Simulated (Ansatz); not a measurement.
# One shape, several levels: SiH2Br− (SMILES [SiH2-]Br)

Aim: a comparison of 6 runs (UHF/STO-3G, BHLYP/STO-3G, UPBE0/STO-3G, UMP2/STO-3G, CCSDT/STO-3G, UCCSD(T)/STO-3G) of SiH2Br−. 

The results are computed with Ansatz 0.2.0.

4 further runs of the same task are left out: 2 that didn't finish, 2 set aside as unsound or not needed.

## Step 1: The system as given

SiH2Br− has 4 atoms, charge -1, and is taken as a singlet. As SMILES, `[SiH2-]Br`. The H3–Si1 distance was set to 2.993 Å, away from the relaxed value. At this shape a bond of the SMILES string is far longer than usual.

Bond lengths: Si1–Br2 2.425 Å, Si1–H4 1.496 Å. Angles: Br2–Si1–H4 94.3°.

## Step 2: A single-point energy at UHF/STO-3G (run 1)

Input file in.yaml:

```yaml
crystal:
  periodic: [false, false, false]
  atoms:
    - symbol: Si
      position_ang: [0.826012, -0.156024, -1.700244]
    - symbol: Br
      position_ang: [2.705682, -0.084374, -0.169764]
    - symbol: H
      position_ang: [-1.209900, -0.529990, 0.461390]
    - symbol: H
      position_ang: [0.732122, 1.331346, -1.833894]
basis:
  gaussian: {orbitals: STO-3G}
accuracy: high
hamiltonian: {xc: hf}
magnetization: {spin_polarized: true}
total_charge: -1
```

Started as:

```console
ansatz run in.yaml --threads 1 --pin off --max-ram 2610MiB --events-out events.jsonl --progress --plain --runs-dir runs
```

The program printed:

```text
Warning: RAYON_NUM_THREADS=1 ignored (pool sized by the plan → 1); use --threads N
Functional definition: HF
  name "HF"
  exchange = exact_x
  correlation = 0
409 factors; integrals over basis functions are off by at most 1.2e-8 eV
mean field evaluation 1: about -77035.2479 eV, gradient 9.2e0 eV
mean field evaluation 2: about -77035.2873 eV, gradient 9.2e0 eV
mean field evaluation 4: about -77037.6154 eV, gradient 9.5e-1 eV
mean field evaluation 8: about -77037.6376 eV, gradient 2.0e-2 eV
mean field evaluation 16: about -77037.6376 eV, gradient 1.1e-4 eV
mean field evaluation 32: about -77039.6478 eV, gradient 1.8e-7 eV
mean field -77039.64779073 eV, -2831.1548369604 hartree, gradient 2.3e-8 eV, S^2 0.932533; 2 other end points of the search recorded, 0 dependent functions left out
reference -77039.64779073 eV, -2831.1548369604 hartree; 26, 26 occupied and 3, 3 virtual orbitals, 409 factors
Total energy: -77039.64779073 eV, -2831.1548369604 hartree
```

Run time: 0.55 s. Hardware: 1 thread of Arm Neoverse V1, shared host.

## Step 3: A single-point energy at BHLYP/STO-3G (run 2)

Input file run.yaml:

```yaml
crystal:
  periodic: [false, false, false]
  atoms:
    - {symbol: Si, position_ang: [0.826012, -0.156024, -1.700244]}
    - {symbol: Br, position_ang: [2.705682, -0.084374, -0.169764]}
    - {symbol: H, position_ang: [-1.209900, -0.529990, 0.461390]}
    - {symbol: H, position_ang: [0.732122, 1.331346, -1.833894]}
basis:
  gaussian:
    orbitals: STO-3G
total_charge: -1
hamiltonian:
  xc: {name: BHLYP}
accuracy: high
```

Started as:

```console
ansatz run run.yaml --threads 1 --pin off --max-ram 2610MiB --events-out events.jsonl --progress --plain --runs-dir runs
```

The program printed:

```text
Warning: RAYON_NUM_THREADS=1 ignored (pool sized by the plan → 1); use --threads N
Functional definition: BHLYP
  name "BHLYP"
  parameter a = 0.5
  exchange = (1 - a)*b88_x + a*exact_x
  correlation = lyp_c
409 factors; integrals over basis functions are off by at most 1.2e-8 eV
mean field evaluation 1: about -77090.4130 eV, gradient 1.5e1 eV
mean field evaluation 2: about -77075.4967 eV, gradient 3.1e1 eV
mean field evaluation 4: about -77093.8439 eV, gradient 4.3e0 eV
mean field evaluation 8: about -77093.9951 eV, gradient 1.3e-2 eV
mean field evaluation 16: about -77093.9966 eV, gradient 1.2e-6 eV
mean field -77093.99655538 eV, -2833.1521172225 hartree, gradient 1.8e-8 eV, S^2 0.000000; 0 other end points of the search recorded, 0 dependent functions left out
reference -77093.99657584 eV, -2833.1521179745 hartree; 26, 26 occupied and 3, 3 virtual orbitals, 409 factors
Total energy: -77093.99657584 eV, -2833.1521179745 hartree
```

Wall time 1.4 s (1 thread of Arm Neoverse V1, shared host); peak memory 0.098 GiB.

Runs 3 to 4 aren't shown in full; the table further down has their settings and results.

## Step 4: The energy at CCSDT/STO-3G (run 5)

run.yaml: that of step 3 with these lines changed.

```diff
@@ -11,4 +11,7 @@
 total_charge: -1
-hamiltonian:
-  xc: {name: BHLYP}
+correlation:
+  method: ccsdt
+  frozen_orbitals: {Br: 9, H: 0, Si: 5}
 accuracy: high
+scf:
+  omitted_lower_state_checks: [cluster_reference, increment]
```

Started as:

```console
ansatz run run.yaml --threads 1 --pin off --max-ram 2610MiB --events-out events.jsonl --progress --plain --runs-dir runs
```

The program printed (excerpt; [...] marks lines left out):

```text
Warning: RAYON_NUM_THREADS=1 ignored (pool sized by the plan → 1); use --threads N
[... 2 set-up lines as earlier in the session ...]
[...]
409 factors; integrals over basis functions are off by at most 1.2e-8 eV
[...]
mean field -77037.63757728 eV, -2831.0809629790 hartree, gradient 2.7e-8 eV, S^2 0.000000; 0 other end points of the search recorded, 0 dependent functions left out; unrestricted orbitals would lower it
14 core orbitals not correlated: weight in the atoms' cores, before any rotation towards them, 1.000 or more for the frozen orbitals, at most 0.000 for the correlated occupied ones
reference -77037.63757728 eV, -2831.0809629790 hartree; 12, 12 occupied and 3, 3 virtual orbitals, 409 factors
second order -1.90522649 eV of doubles, -0.00000000 eV of singles
cycle   1  -1.90050189 eV  change   -5.0e-1 eV  update   1.4e-1
[...]
cycle  30  -3.18407016 eV  change   9.3e-11 eV  update   1.5e-9
WARN: these amplitudes may be one of several solutions (largest doubles amplitude 0.63, level shift 4.04 eV)
Total energy: -77040.82164745 eV, -2831.1979753992 hartree
Checks for a lower state left out: cluster_reference, increment
```

Wall time 0.59 s (1 thread of Arm Neoverse V1, shared host).

## Step 5: A single-point energy at UCCSD(T)/STO-3G (run 6)

Input file job.yaml:

```yaml
basis:
  gaussian: {orbitals: STO-3G}
crystal:
  periodic: [false, false, false]
  atoms:
    - {symbol: Si, position_ang: [0.826012, -0.156024, -1.700244]}
    - {symbol: Br, position_ang: [2.705682, -0.084374, -0.169764]}
    - {symbol: H, position_ang: [-1.209900, -0.529990, 0.461390]}
    - {symbol: H, position_ang: [0.732122, 1.331346, -1.833894]}
total_charge: -1
magnetization: {spin_polarized: true}
correlation: {method: ccsd_t, frozen_orbitals: {Br: 9, H: 0, Si: 5}}
accuracy: high
scf: {omitted_lower_state_checks: [cluster_reference, increment]}
```

Started as:

```console
ansatz run job.yaml --threads 1 --pin off --max-ram 2610MiB --events-out events.jsonl --progress --plain --runs-dir runs
```

The program printed (excerpt; [...] marks lines left out):

```text
Warning: RAYON_NUM_THREADS=1 ignored (pool sized by the plan → 1); use --threads N
[... 2 set-up lines as earlier in the session ...]
[...]
409 factors; integrals over basis functions are off by at most 1.2e-8 eV
[...]
mean field -77039.64779073 eV, -2831.1548369604 hartree, gradient 2.3e-8 eV, S^2 0.932533; 6 other end points of the search recorded, 0 dependent functions left out
14 core orbitals not correlated: weight in the atoms' cores, before any rotation towards them, 1.000 or more for the frozen orbitals, at most 0.000 for the correlated occupied ones
reference -77039.64779073 eV, -2831.1548369604 hartree; 12, 12 occupied and 3, 3 virtual orbitals, 409 factors
second order -0.61431815 eV of doubles, -0.00000000 eV of singles
cycle   1  -0.79321722 eV  change   -1.8e-1 eV  update   4.3e-2
[...]
cycle  39  -1.11228012 eV  change   8.4e-10 eV  update  1.3e-10
perturbative correction -0.02682597 eV, -0.0009858362 hartree
WARN: these amplitudes may be one of several solutions (largest doubles amplitude 0.59, level shift 0.00 eV)
Total energy: -77040.78689681 eV, -2831.1966983369 hartree
Checks for a lower state left out: cluster_reference, increment
```

Wall time 1.1 s (1 thread of Arm Neoverse V1, shared host).

## Step 6: All runs side by side

```csv
run,level,frozen core orbitals,energy (Eh),⟨S²⟩,wall time
1,UHF/STO-3G,–,-2831.154837,0.933,0.55 s
2,BHLYP/STO-3G,–,-2833.152118,–,1.4 s
3,UPBE0/STO-3G,–,-2832.729583,0.596,5.7 s
4,UMP2/STO-3G,14,-2831.177413,0.933,0.6 s
5,CCSDT/STO-3G,14,-2831.197975,–,0.59 s
6,UCCSD(T)/STO-3G,14,-2831.196698,0.933,1.1 s
```

## Step 7: What came out

| quantity | value |
| --- | --- |
| run 6: total energy | -2831.19670 Eh |
| run 6: correlation energy (14 core orbitals frozen) | -41.9 mEh |
| run 6: (T) correction | -0.99 mEh |
| run 6: ⟨S²⟩ of the reference determinant | 0.933 |
| run 6: T1 diagnostic | 0.045 |

Below the UHF energy at the same shape and in the same basis (STO-3G): UMP2 -22.6 mEh; CCSDT -43.1 mEh; UCCSD(T) -41.9 mEh. Some of these start from another determinant than that one, so these aren't their correlation energies. Totals of different functionals can't be ranked against each other. In run 5 the log says that unrestricted orbitals would lower the reference, so the values rest on an unstable closed-shell determinant (other closed-shell runs at this shape may share the fault). In runs 1, 2, 3, 4, 5, 6 the basis is minimal, so the values are rough. Spin contamination of the reference: run 1 ⟨S²⟩ = 0.93, run 4 ⟨S²⟩ = 0.93, run 6 ⟨S²⟩ = 0.93, run 3 ⟨S²⟩ = 0.60. Where it is this large, the reference is a mixture of spin states, and values that rest on it are in doubt. All runs together took 9.9 s, the longest 5.7 s.
